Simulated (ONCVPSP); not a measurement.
# Ir: generating and testing an ONCV potential

Do these settings give a usable potential? It is generated, then checked for transferability, scattering, ghosts and hardness.

The numbers are computed with ONCVPSP 4.0.1 (PBE, scalar-relativistic, spin-unpolarised reference atom).

## (1) The atom and the settings

The settings as typed:

```json
{"element": "iridium (Ir, Z = 77)", "type": "optimised norm-conserving Vanderbilt (ONCV)", "frozen core": "[Kr] 4d10 4f14", "valence charge": "17", "reference configuration": "5s2 5p6 5d7 6s1.75 6p0.25", "partial waves": "5s+6s: rc 1.45 bohr, ncon 3, nbas 7, qcut 9 1/bohr, 2 projectors; 5p+6p: rc 2.10 bohr, ncon 4, nbas 7, qcut 7 1/bohr, 2 projectors; 5d: rc 2.10 bohr, ncon 4, nbas 8, qcut 7 1/bohr, 2 projectors, debl 1.8 Ha", "local potential": "polynomial inside 1.15 bohr (lpopt 3, dvloc0 0 Ha)", "core correction": "not asked for"}
```

An earlier all-electron run gives the scale for the radii.

All-electron outer shells of the reference configuration (PBE, scalar-relativistic, ld1.x):

```json
{"shell": "4d", "level (eV)": "-291.50", "outermost node (bohr)": "0.21", "outermost maximum (bohr)": "0.42"}
{"shell": "5s", "level (eV)": "-98.50", "outermost node (bohr)": "0.50", "outermost maximum (bohr)": "0.89"}
{"shell": "4f", "level (eV)": "-62.70", "outermost node (bohr)": "–", "outermost maximum (bohr)": "0.39"}
{"shell": "5p", "level (eV)": "-55.22", "outermost node (bohr)": "0.54", "outermost maximum (bohr)": "1.01"}
{"shell": "5d", "level (eV)": "-7.63", "outermost node (bohr)": "0.59", "outermost maximum (bohr)": "1.29"}
{"shell": "6s", "level (eV)": "-6.69", "outermost node (bohr)": "1.17", "outermost maximum (bohr)": "2.38"}
{"shell": "6p", "level (eV)": "-1.48", "outermost node (bohr)": "1.39", "outermost maximum (bohr)": "3.43"}
```

## (2) Generating the potential

The input, Ir.dat:

```
# ATOM AND REFERENCE CONFIGURATION
# atsym  z   nc   nv     iexc    psfile
  Ir 77.00   10    5        4      upf
#
#   n    l    f
    1    0    2.00
    2    0    2.00
    2    1    6.00
    3    0    2.00
    3    1    6.00
    3    2   10.00
    4    0    2.00
    4    1    6.00
    4    2   10.00
    4    3   14.00
    5    0    2.00
    5    1    6.00
    5    2    7.00
    6    0    1.75
    6    1    0.25
#
# PSEUDOPOTENTIAL AND OPTIMIZATION
# lmax
    2
#
#   l,   rc,      ep,       ncon, nbas, qcut
    0    1.45    0.00    3    7    9.00
    1    2.10    0.00    4    7    7.00
    2    2.10    0.00    4    8    7.00
#
# LOCAL POTENTIAL
# lloc, lpopt,  rc(5),   dvloc0
    4    3    1.15    0.00
#
# VANDERBILT-KLEINMAN-BYLANDER PROJECTORs
# l, nproj, debl
    0    2    1.20
    1    2    2.60
    2    2    1.80
#
# MODEL CORE CHARGE
# icmod, fcfact, rcfact
    0    0.00    0.00
#
# LOG DERIVATIVE ANALYSIS
# epsh1, epsh2, depsh
   -5.00    5.00    0.04
#
# OUTPUT GRID
# rlmax, drl
    6.00    0.01
#
# TEST CONFIGURATIONS
# ncnf
    4
# nvcnf
#   n    l    f
    5
    5    0    2.00
    5    1    6.00
    5    2    7.00
    6    0    2.00
    6    1    0.00
#
    5
    5    0    2.00
    5    1    6.00
    5    2    7.00
    6    0    1.00
    6    1    0.00
#
    5
    5    0    2.00
    5    1    6.00
    5    2    7.00
    6    0    0.00
    6    1    0.00
#
    5
    5    0    1.00
    5    1    6.00
    5    2    7.00
    6    0    2.00
    6    1    0.00
#
```

Started as:

```console
$ oncvpsp.x < Ir.dat > Ir.out
```

Before running it: what results should come out? Wanted: cutoffs for 1 and 0.1 mHa per electron, occupied waves; bound ghosts; GHOST(+) flags; largest test error; largest phase difference near zero energy, channels read.

As calculated:

| quantity | value |
| --- | --- |
| cutoffs for 1 and 0.1 mHa per electron, occupied waves | 29 Ha and 33 Ha |
| bound ghosts | none found |
| GHOST(+) flags | s at 291 eV |
| largest test error (AE − PS) | -195 meV, for 5s1 5p6 5d7 6s2 6p0 (1 test unsolved) |
| largest phase difference near zero energy, channels read | 0.000 rad |

**Reading.** By total energies transferability is fair for so large an energy: the largest error is 195 meV on 103.5 eV, for 5s1 5p6 5d7 6s2 6p0. That test lies far up in energy; among those under 40 eV, nearer to bonding, the largest error is 2.8 meV. Of the tests 1 gave no usable energy difference, which is a warning in itself. It counts as of middling hardness, with 29 Ha needed at the looser tolerance. It is free of bound ghosts as far as tested. Near zero energy the phases of the channels with partial waves agree within 0.001 rad. The program also flags highly localised states, GHOST(+) (s). Note that the frozen 4f shell (-63 eV) lies higher than the valence 5s shell (-98 eV).
